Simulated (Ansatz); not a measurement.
**GaH5O3Si: up Jacob's ladder to CCSD(T)**

The task here is to estimate one member of a computed series from the others.

Program: Ansatz 0.2.0, Gaussian basis. Level of theory: functionals in def2-TZVPP, the program's frozen cores in correlated methods. These are calculated values, not measurements.

Plan: PBE-D4, r2SCAN-D4, PBE0-D4, B3LYP-D4, ωB97X-V, ωB97M-V, B2PLYP; CCSD(T)/def2-TZVPP; MP2/def2-QZVPP; extrapolation to the limit.

**The geometry**

All runs share one geometry, relaxed beforehand with PBE0-D4 in a triple-zeta def2 set.

SMILES `[OH][Ga]([OH])[O][SiH3]`, 10 atoms, charge 0, spin multiplicity 1.

Atoms are counted from 1 here; the program's logs count them from 0.

Bond lengths: O1–Ga2 1.772 Å, O1–H6 0.960 Å, Ga2–O3 1.769 Å, Ga2–O4 1.766 Å, O3–H7 0.960 Å, O4–Si5 1.636 Å, Si5–H8 1.488 Å, Si5–H9 1.488 Å, Si5–H10 1.486 Å. Angles: Ga2–O1–H6 113.1°, O1–Ga2–O3 121.2°, O1–Ga2–O4 119.7°, O3–Ga2–O4 119.1°, Ga2–O3–H7 113.4°, Ga2–O4–Si5 138.3°, O4–Si5–H8 111.1°, O4–Si5–H9 111.1°, O4–Si5–H10 108.1°, H8–Si5–H9 108.5°, H8–Si5–H10 109.0°, H9–Si5–H10 109.0°.

The first run:

in.yaml

```yaml
crystal:
  periodic: [false, false, false]
  atoms:
    - {symbol: O, position_ang: [-2.108835, -1.843519, -0.191303]}
    - {symbol: Ga, position_ang: [-0.531577, -1.066329, 0.025845]}
    - {symbol: O, position_ang: [0.906798, -2.010754, 0.435565]}
    - {symbol: O, position_ang: [-0.382895, 0.682576, -0.167870]}
    - {symbol: Si, position_ang: [0.781715, 1.826980, -0.072982]}
    - {symbol: H, position_ang: [-2.807134, -1.222116, -0.410749]}
    - {symbol: H, position_ang: [0.733650, -2.951175, 0.520998]}
    - {symbol: H, position_ang: [1.867421, 1.570021, -1.057967]}
    - {symbol: H, position_ang: [1.380088, 1.870835, 1.289027]}
    - {symbol: H, position_ang: [0.160780, 3.143480, -0.370553]}
basis:
  gaussian: {orbitals: def2-TZVPP}
hamiltonian: {xc: pbe, dispersion: d4}
output: {forces: true, orbitals: {seedname: orbitals}}
```

The run is started by

```sh
$ ansatz run in.yaml --threads 2 --pin off --events-out ev --progress --plain --max-ram 32768MiB --backend cpu
```

Among the steps run: PBE-D4 (GGA); r2SCAN-D4 (meta-GGA); PBE0-D4 (hybrid); B3LYP-D4 (hybrid); ωB97X-V (range-separated); ωB97M-V (range-separated); B2PLYP (double hybrid); CCSD(T) in def2-TZVPP; MP2 in def2-QZVPP.

One table of the session follows, with a row left open; its other results are not shown here.

It belongs to the step «Atomisation energies». 

| method | atomisation energy (kcal/mol) |
| --- | --- |
| PBE-D4 | 831.3 |
| r2SCAN-D4 | 829.8 |
| PBE0-D4 | 812.3 |
| B3LYP-D4 | 819.9 |
| ωB97X-V | ? |
| ωB97M-V | 827.5 |
| B2PLYP | 819.5 |
| HF/def2-TZVPP | 579.4 |
| MP2/def2-TZVPP | 837.5 |
| CCSD/def2-TZVPP | 801.0 |
| CCSD(T)/def2-TZVPP | 814.4 |
| MP2/CBS | 860.5 |
| CCSD(T)/CBS | 837.4 |

**Question.** Estimate the row for ωB97X-V.

As computed: atomisation energy (kcal/mol): 832.2. In the column «atomisation energy (kcal/mol)» it lies between PBE-D4 (831.3) and CCSD(T)/CBS (837.4).
